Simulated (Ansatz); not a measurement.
# HMoN: the cost of one run

The runs use Ansatz 0.2.0, Gaussian basis; def2-QZVPP, core rule «outside noble gas», up to 5 orbitals frozen.

Plan: UHF; ROHF; CCSD(T) on UHF.

2 further runs of the same task are left out: 2 set aside as unsound or not needed. Runs told in other sessions of the task aren't counted.

## Step 1: The geometry

The geometry is a PBE0/def2-TZVP stationary point (not a proven minimum). No spin-orbit coupling is included. Elements past krypton take def2 core potentials.

3 atoms, charge 0, spin multiplicity 3.

Atoms are counted from 1 here; the program's logs count them from 0.

Bond lengths: Mo1–N2 1.671 Å, N2–H3 1.015 Å. Angles: Mo1–N2–H3 180.0°.

## Step 2: UHF

Contents of in.yaml:

```yaml
crystal:
  periodic: [false, false, false]
  atoms:
    - {symbol: Mo, position_ang: [0.000000, 0.000000, 1.452433]}
    - {symbol: N, position_ang: [0.000000, 0.000000, -0.218867]}
    - {symbol: H, position_ang: [0.000000, 0.000000, -1.233567]}
basis:
  gaussian: {orbitals: "def2-QZVPP.json"}
magnetization: {spin_polarized: true, initial_magnetization: 2}
hamiltonian: {xc: hf}
output: {orbitals: {seedname: orbitals}}
```

Run with:

```sh
$ ansatz run in.yaml --threads 1 --pin off --events-out ev --progress --plain --max-ram 4096MiB --backend cpu
```

Q: Estimate wall time and peak memory on 1 thread of AMD EPYC 7R13, shared host.

About 30 s, with a peak of 0.36 GiB.
